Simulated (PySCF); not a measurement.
# C10H8O2: the cost of one run

The runs use PySCF 2.14.0, with density-fitted response routines of our own; the level of theory stands in each step. All values are computed, except where a source is named. Atoms are numbered from 0 throughout.

### Step 1. The starting structure

20 atoms, charge 0, multiplicity 1; geometry from: GFN2-xTB.

Bonds of the start (Å): O0–C1 1.36, C1–C2 1.37, C2–C3 1.41, C3–C4 1.41, C4–C5 1.37, C5–C6 1.40, C6–C7 1.37, C7–C8 1.41, C8–C9 1.41, C9–C10 1.37, C10–O11 1.36, C10–C1 1.42, C8–C3 1.42, O0–H12 0.96, C2–H13 1.08, C4–H14 1.08, C5–H15 1.08, C6–H16 1.08, C7–H17 1.08, C9–H18 1.08, O11–H19 0.96.

### Step 2. Relaxing the molecule at PBE0-D3(BJ)/def2-SVP

What the job is given:

```
{"job": {"xc": "PBE0", "basis": "def2-SVP", "d3": "d3bj", "grid": 1, "kind": "geom"}, "charge": 0, "multiplicity": 1}
O      2.973930    -1.150910    -0.182380
C      1.733670    -0.604980    -0.103060
C      0.587350    -1.351670    -0.103730
C     -0.686190    -0.751110    -0.019230
C     -1.874250    -1.506590    -0.021570
C     -3.093820    -0.892140     0.064070
C     -3.176950     0.504040     0.157240
C     -2.039350     1.264380     0.159690
C     -0.770410     0.660960     0.070640
C      0.422230     1.414150     0.068100
C      1.648890     0.814330    -0.016320
O      2.814960     1.509190    -0.021920
H      2.902490    -2.111470    -0.236900
H      0.651250    -2.430230    -0.170510
H     -1.805830    -2.582970    -0.091790
H     -4.000630    -1.479260     0.060520
H     -4.146650     0.975010     0.227010
H     -2.099260     2.341280     0.229610
H      0.357350     2.492660     0.134910
H      2.629760     2.453870     0.041650
```

Q: Estimate the wall time of this first job on 8 threads of Arm Neoverse V2, shared host.

About 89 s.
